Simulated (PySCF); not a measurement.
**The bond of MgTe, level by level**

One job finds the state of MgTe, follows it along the bond with each method and fits the curves.

Program: PySCF 2.14.0. Level of theory: Mg x2c-SVPall, Te x2c-SVPall, spin-free X2C with a Gaussian nucleus. These are calculated values, not measurements.

**1. Input**

The job is set up so:

```
atoms                         : Mg, Te
charge                        : 0
basis                         : Mg x2c-SVPall, Te x2c-SVPall
Hamiltonian                   : spin-free X2C with a Gaussian nucleus
basis functions               : 54
electrons treated             : 64
masses in u                   : 23.9850, 129.9062
levels                        : PBE0, PBE, r²SCAN, M06-2X, M06, r²SCAN0, ωB97X, HF, MP2, SCS-MP2, CCSD, CCSD(T)
grid                          : 80 radial by 434 angular points
occupations                   : held fixed by the projection of orbital angular momentum
dissociation limit            : Mg + Te, each in its ground configuration
starting distance in angstrom : 2.675
values of 2S to try           : 0, 2
```

After this run come: The PBE0 curve of the state that the search chose; Excited determinants; PBE (GGA); r²SCAN (meta-GGA); M06-2X (hybrid meta-GGA); M06 (hybrid meta-GGA); r²SCAN0 (hybrid meta-GGA); ωB97X (range-separated hybrid); RHF (mean field); Correlated methods on the Hartree–Fock reference.

Before running it: what results should come out? Wanted: for each run, Re; ωe; De; μ.

The runs gave:

Lowest PBE0 solution found, without spin–orbit coupling: ¹Σ⁺ (singlet), closed shell. State 2 has its PBE0 minimum 0.07 eV higher. State 3 has its PBE0 minimum 0.13 eV higher, as a spin-mixed determinant (⟨S²⟩ = 1.01), so this is no gap between pure states. State 4 has its PBE0 minimum 1.60 eV higher. The other levels ran on the lowest alone.

```tsv
level	Re (Å)	ωe (cm⁻¹)	De (eV)	μ (D)
RHF	2.475	358	0.055	-7.78
RHF-MP2	2.477	385	1.32	n/a
RHF-SCS-MP2	2.487	373	1.14	n/a
RHF-CCSD	2.504	346	0.94	n/a
RHF-CCSD(T)	2.505	351	1.12	n/a
PBE	2.480	356	1.68	-5.76
r²SCAN	2.461	372	1.63	-6.51
PBE0	2.462	367	1.49	-6.49
r²SCAN0	2.450	378	1.45	-6.94
M06	2.473	352	1.37	-5.76
M06-2X	2.458	365	0.87	-6.79
ωB97X	2.453	368	1.36	-6.99
```

De is counted to Mg + Te in their ground configurations. A positive dipole means Mg(−)Te(+).

Differences from CCSD(T) in the same basis:

```tsv
level	Re (mÅ)	ωe (%)
RHF	-30	+1.9
RHF-MP2	-28	+9.7
RHF-SCS-MP2	-18	+6.3
RHF-CCSD	-1	-1.4
PBE	-25	+1.2
r²SCAN	-44	+5.9
PBE0	-43	+4.4
r²SCAN0	-55	+7.5
M06	-32	+0.2
M06-2X	-47	+4.0
ωB97X	-52	+4.8
```

**Reading.** Against CCSD(T) in the same basis, the bond length is nearest at RHF-CCSD (-1 mÅ) and farthest at r²SCAN0 (-55 mÅ); the wavenumber is nearest at M06 (+0.2 %) and farthest at RHF-MP2 (+9.7 %). Hartree–Fock falls on the short and stiff side, its usual fault. CCSD(T) in a basis this small is itself some way from its limit, more so than the functionals. Among the levels with a De in the table, it runs from 0.055 eV (RHF) to 1.68 eV (PBE).

Correlated steps freeze 19 core orbitals. These are scalar-relativistic numbers at best; spin–orbit coupling would shift them, the dissociation energy most.
